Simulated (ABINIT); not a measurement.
# RhN (P-6m2) in ABINIT: single point with r2SCAN+U

Aim: the single point of RhN with r2SCAN+U.

All numbers are computed with ABINIT 10.8.3 (patched build); they aren't measurements. Logs are shortened: lines on timing, memory, paths and dates and some standing lists are left out, and cuts for length are marked. The log counts tension as positive stress, the text compression.

## (1) The structure

Symmetry: P-6m2, No. 187, hexagonal system. The conventional cell has a = 2.963 Å, b = 2.963 Å, c = 2.892 Å, α = 90.00°, β = 90.00°, γ = 120.00°. Rh (site symmetry -6m2) has 6 N at 2.24 Å as nearest neighbours. Around N (site symmetry -6m2) lie 6 Rh at 2.24 Å.

The cell comes from a database or a generator and needn't be the stable form of this composition.

## (2) Single point, r2SCAN+U

Input file run.abi:

```
# Pseudopotentials
pp_dirpath "./"
pseudos "Rh.GGA_PBE-JTH.xml, N.GGA_PBE-JTH.xml"

# Structure
acell 2.96282787 2.9628278704 2.89157321 Angstrom
rprim
     1.0000000000     0.0000000000     0.0000000000
    -0.5000000016     0.8660254028     0.0000000000
     0.0000000000     0.0000000000     1.0000000000
ntypat 2
znucl 45 7
natom 2
typat 1 2
xcart
     0.0000000000     0.0000000000     0.0000000000
     1.4814139333     0.8552947333     1.4457866050 Angstrom

# Plane-wave basis
ecut 707.496042 eV
pawecutdg 48.0

# k points
kptopt 1
ngkpt 7 7 7
nshiftk 1
shiftk 0.0 0.0 0.0

# Exchange and correlation
ixc -497498
usekden 1
pawxcdev 0

# Bands and occupations
nband 15
occopt 7
tsmear 0.00183747

# DFT+U
usepawu 1
lpawu 2 -1
upawu 2.0 0.0 eV
jpawu 0.0 0.0 eV

# SCF cycle
nstep 100
tolvrs 1.0e-7

# Output
iomode 3
prtwf 0
prtden 0
prteig 0
prtebands 0
enunit 1
```

Potentials or basis: JTH PAW PBE v2.0.

On the command line:

```bash
$ abinit run.abi > log 2>&1
```

run.abo:

```text
.Version 10.8.3 of ABINIT
 Symmetries : space group P-6 m 2 (#187); Bravais hP (primitive hexag.)
================================================================================
 Values of the parameters that define the memory need of the present run
     intxc =       0    ionmov =       0      iscf =      17    lmnmax =      18
     lnmax =       6     mgfft =      27  mpssoang =       3    mqgrid =    3001
     natom =       2  nloc_mem =       2    nspden =       1   nspinor =       1
    nsppol =       1      nsym =      12    n1xccc =       1    ntypat =       2
    occopt =       7   xclevel =       2
       mpw =         953          nfft =       19683          nkpt =          32
 PAW method is used; the additional fine FFT grid is defined by:
   mgfftf=        36    nfftf =     46656
================================================================================
================================================================================

--------------------------------------------------------------------------------
------------- Echo of variables that govern the present computation ------------
--------------------------------------------------------------------------------
 -outvars: echo values of preprocessed input variables --------
            acell      5.5989332325E+00  5.5989332333E+00  5.4642814399E+00 Bohr
              amu      1.02905500E+02  1.40067400E+01
             ecut      2.60000000E+01 Hartree
           enunit           1
              ixc     -497498
         kptrlatt        7    0    0      0    7    0      0    0    7
          kptrlen      3.82499701E+01
            lpawu           2      -1
            natom           2
            nband          15
            ngfft          27      27      27
          ngfftdg          36      36      36
             nkpt          32
            nstep         100
             nsym          12
           ntypat           2
           occopt           7
        pawecutdg      4.80000000E+01 Hartree
         pawxcdev           0
           prtden           0
        prtebands           0
           prteig           0
          prtkden           1
            prtwf           0
            rprim      1.0000000000E+00  0.0000000000E+00  0.0000000000E+00
                      -5.0000000160E-01  8.6602540280E-01  0.0000000000E+00
                       0.0000000000E+00  0.0000000000E+00  1.0000000000E+00
          spgroup         187
           tolvrs      1.00000000E-07
           tsmear      1.83747000E-03 Hartree
            typat      1  2
            upawu      7.34986444E-02  0.00000000E+00 Hartree
          usekden           1
          usepawu           1
           useylm           1
           xangst      0.0000000000E+00  0.0000000000E+00  0.0000000000E+00
                       1.4814139334E+00  8.5529473330E-01  1.4457866050E+00
            xcart      0.0000000000E+00  0.0000000000E+00  0.0000000000E+00
                       2.7994666131E+00  1.6162728029E+00  2.7321407200E+00
             xred      0.0000000000E+00  0.0000000000E+00  0.0000000000E+00
                       6.6666666667E-01  3.3333333333E-01  5.0000000000E-01
            znucl       45.00000    7.00000

================================================================================

 chkinp: Checking input parameters for consistency.

================================================================================
== DATASET  1 ==================================================================

--- !DatasetInfo
iteration_state: {dtset: 1, }
dimensions: {natom: 2, nkpt: 32, mband: 15, nsppol: 1, nspinor: 1, nspden: 1, mpw: 953, }
cutoff_energies: {ecut:  26.0, pawecutdg:  48.0, }
electrons: {nelect:   2.20000000E+01, charge:   0.00000000E+00, occopt:   7.00000000E+00, tsmear:   1.83747000E-03, }
meta: {optdriver: 0, ionmov: 0, optcell: 0, iscf: 17, paral_kgb: 0, }
...

 Real(R)+Recip(G) space primitive vectors, cartesian coordinates (Bohr,Bohr^-1):
 R(1)=  5.5989332  0.0000000  0.0000000  G(1)=  0.1786055  0.1031179  0.0000000
 R(2)= -2.7994666  4.8488184  0.0000000  G(2)=  0.0000000  0.2062358  0.0000000
 R(3)=  0.0000000  0.0000000  5.4642814  G(3)=  0.0000000  0.0000000  0.1830067
 Unit cell volume ucvol=  1.4834546E+02 bohr^3
 Angles (23,13,12)=  9.00000000E+01  9.00000000E+01  1.20000000E+02 degrees

 Coarse grid specifications (used for wave-functions):

 getcut: wavevector=  0.0000  0.0000  0.0000  ngfft=  27  27  27
         ecut(hartree)=     26.000   => boxcut(ratio)=   2.02509

 Fine grid specifications (used for densities):

 getcut: wavevector=  0.0000  0.0000  0.0000  ngfft=  36  36  36
         ecut(hartree)=     48.000   => boxcut(ratio)=   2.06163

--- Pseudopotential description ------------------------------------------------
- pspini: atom type   1  psp file is ./Rh.GGA_PBE-JTH.xml
 Pseudopotential format is: paw10
[... 60 lines left out ...]
  sigma(3 3)=  5.82435449E-04  sigma(2 1)=  4.91558784E-11

--- !ResultsGS
iteration_state: {dtset: 1, }
comment   : Summary of ground state results
lattice_vectors:
- [  5.5989332,   0.0000000,   0.0000000, ]
- [ -2.7994666,   4.8488184,   0.0000000, ]
- [  0.0000000,   0.0000000,   5.4642814, ]
lattice_lengths: [   5.59893,    5.59893,    5.46428, ]
lattice_angles: [ 90.000,  90.000, 120.000, ] # degrees, (23, 13, 12)
lattice_volume:   1.4834546E+02
convergence: {deltae:  2.166E-09, res2:  3.941E-08, residm:  7.533E-07, diffor: null, }
etotal    :  -1.05237573E+02
entropy   :   0.00000000E+00
fermie    :   4.57710532E-01
cartesian_stress_tensor: # hartree/bohr^3
- [  4.24554083E-04,   4.91558784E-11,   0.00000000E+00, ]
- [  4.91558784E-11,   4.24554134E-04,   0.00000000E+00, ]
- [  0.00000000E+00,   0.00000000E+00,   5.82435449E-04, ]
pressure_GPa:  -1.4039E+01
xred      :
- [  0.0000E+00,   0.0000E+00,   0.0000E+00, Rh]
- [  6.6667E-01,   3.3333E-01,   5.0000E-01,  N]
cartesian_forces: # hartree/bohr
- [ -0.00000000E+00,  -5.68647550E-26,  -0.00000000E+00, ]
- [ -0.00000000E+00,   5.68647550E-26,  -0.00000000E+00, ]
force_length_stats: {min:   5.68647550E-26, max:   5.68647550E-26, mean:   5.68647550E-26, }
...

 Integrated electronic density in atomic spheres:
 ------------------------------------------------
 Atom  Sphere_radius  Integrated_density
    1        2.21251         14.81905457
    2        1.20497          2.41931898

 ---------- DFT+U DATA ---------------------------------------------------

 ====== For Atom     1, occupations for correlated orbitals. lpawu =   2

 == Occupation matrix for correlated orbitals:

 Up component only...
     0.72193    0.00000    0.00000    0.00000    0.00000
     0.00000    0.47960    0.00000    0.00000    0.00000
     0.00000    0.00000    0.83747    0.00000    0.00000
     0.00000    0.00000    0.00000    0.47960    0.00000
     0.00000    0.00000    0.00000    0.00000    0.72193

================================================================================

 ----iterations are completed or convergence reached----

 Mean square residual over all n,k,spin=   26.994E-10; max=  75.335E-08
 reduced coordinates (array xred) for    2 atoms
       0.000000000000      0.000000000000      0.000000000000
       0.666666666667      0.333333333333      0.500000000000
 rms dE/dt=  2.2513E-25; max dE/dt=  0.0000E+00; dE/dt below (all hartree)
    1       0.000000000000      0.000000000000      0.000000000000
    2       0.000000000000     -0.000000000000      0.000000000000

 cartesian coordinates (angstrom) at end:
    1      0.00000000000000     0.00000000000000     0.00000000000000
    2      1.48141393335316     0.85529473329674     1.44578660500000

 cartesian forces (hartree/bohr) at end:
    1     -0.00000000000000    -0.00000000000000    -0.00000000000000
    2     -0.00000000000000     0.00000000000000    -0.00000000000000
 frms,max,avg= 3.2830882E-26 5.6864755E-26   0.000E+00  0.000E+00  0.000E+00 h/b

 cartesian forces (eV/Angstrom) at end:
    1     -0.00000000000000    -0.00000000000000    -0.00000000000000
    2     -0.00000000000000     0.00000000000000    -0.00000000000000
 frms,max,avg= 1.6882318E-24 2.9241033E-24   0.000E+00  0.000E+00  0.000E+00 e/A
 length scales=  5.598933232507  5.598933233263  5.464281439912 bohr
              =  2.962827870000  2.962827870400  2.891573210000 angstroms
 Fermi (or HOMO) energy (eV) =  12.45494   Average Vxc (eV)= -13.46065
 Eigenvalues (   eV  ) for nkpt=  32  k points:
 kpt#   1, nband= 15, wtk=  0.00292, kpt=  0.0000  0.0000  0.0000 (reduced coord)
 -68.48606  -35.67217  -35.38604  -35.38604   -4.77143    7.31693    7.67315    7.67315
  10.24109   11.59337   11.59337   13.70142   13.70142   15.96788   27.36630
 prteigrs : prtvol=0 or 1, do not print more k-points.

--- !EnergyTerms
iteration_state     : {dtset: 1, }
comment             : Components of total free energy in Hartree
kinetic             :  2.06485436414219E+01
hartree             :  2.36389314703498E+01
xc                  : -7.46904818378373E+00
Ewald energy        : -9.61889238688442E+01
psp_core            :  3.72418003633518E+00
local_psp           : -8.74570469085188E+01
PAW spherical_terms :  3.78658880637194E+01
internal            : -1.05237475749320E+02
'-kT*entropy'       : -6.38382414935602E-05
total_energy        : -1.05237539587562E+02
total_energy_eV     : -2.86365933729386E+03
...

--- !EnergyTermsDC
iteration_state     : {dtset: 1, }
comment             : '"Double-counting" decomposition of free energy'
band_energy         : -9.20454127252303E+00
Ewald energy        : -9.61889238688442E+01
psp_core            :  3.72418003633518E+00
xc_dc               : -2.11648516296938E+01
PAW spherical_terms :  1.75966273082144E+01
internal            : -1.05237509426511E+02
'-kT*entropy'       : -6.38382414935602E-05
total_energy_dc     : -1.05237573264753E+02
total_energy_dc_eV  : -2.86366025369692E+03
...

--- !EnergyTermsWithPAWCore
iteration_state     : {dtset: 1, }
comment             : 'Components of total free energy, including PAW core contributions'
Total energy        : -4.83947478357320E+03
Total energy DC     : -4.83947481725039E+03
Total energy (eV)   : -1.31688817563496E+05
Total energy DC (eV): -1.31688818479899E+05
...

 Cartesian components of stress tensor (hartree/bohr^3)
  sigma(1 1)=  4.24554083E-04  sigma(3 2)=  0.00000000E+00
  sigma(2 2)=  4.24554134E-04  sigma(3 1)=  0.00000000E+00
  sigma(3 3)=  5.82435449E-04  sigma(2 1)=  4.91558784E-11

-Cartesian components of stress tensor (GPa)         [Pressure= -1.4039E+01 GPa]
- sigma(1 1)=  1.24908124E+01  sigma(3 2)=  0.00000000E+00
- sigma(2 2)=  1.24908139E+01  sigma(3 1)=  0.00000000E+00
- sigma(3 3)=  1.71358425E+01  sigma(2 1)=  1.44621587E-06

== END DATASET(S) ==============================================================
================================================================================

 -outvars: echo values of variables after computation  --------
            acell      5.5989332325E+00  5.5989332333E+00  5.4642814399E+00 Bohr
           etotal     -1.0523757326E+02
            fcart     -0.0000000000E+00 -5.6864755001E-26 -0.0000000000E+00
                      -0.0000000000E+00  5.6864755001E-26 -0.0000000000E+00
            rprim      1.0000000000E+00  0.0000000000E+00  0.0000000000E+00
                      -5.0000000160E-01  8.6602540280E-01  0.0000000000E+00
                       0.0000000000E+00  0.0000000000E+00  1.0000000000E+00
           strten      4.2455408294E-04  4.2455413409E-04  5.8243544944E-04
                       0.0000000000E+00  0.0000000000E+00  4.9155878410E-11
           xangst      0.0000000000E+00  0.0000000000E+00  0.0000000000E+00
                       1.4814139334E+00  8.5529473330E-01  1.4457866050E+00
             xred      0.0000000000E+00  0.0000000000E+00  0.0000000000E+00
                       6.6666666667E-01  3.3333333333E-01  5.0000000000E-01
 Calculation completed.
```

Run time: 60 s. Hardware: 1 thread of Arm Neoverse V2, shared host; peak memory 0.12 GiB.

What came out:

- Free energy: -2863.6603 eV
- Pressure: -14.0 GPa
- Band gap on the k mesh: none (metal or under the smearing width)
- Valence electrons inside the program's atomic spheres: Rh 14.82; N 2.42

Levels at points of the mesh, in eV from the Fermi level:
```tsv
k point	band 9	band 10	band 11	band 12	band 13	band 14
(0.00, 0.00, 0.00)	-2.21	-0.86	-0.86	1.25	1.25	3.51
```

Eigenvalues of the final occupation matrices:
| site | spin | trace | eigenvalues |
| --- | --- | --- | --- |
| atom 1 | 1 | 3.24 | 0.48 0.48 0.72 0.72 0.84 |

Caveat: totals of a meta-GGA on PAW files have another zero than those of a GGA; the PAW data sets were made with another functional, which shifts forces and pressure a little; U without spin polarisation on a metal has little footing.
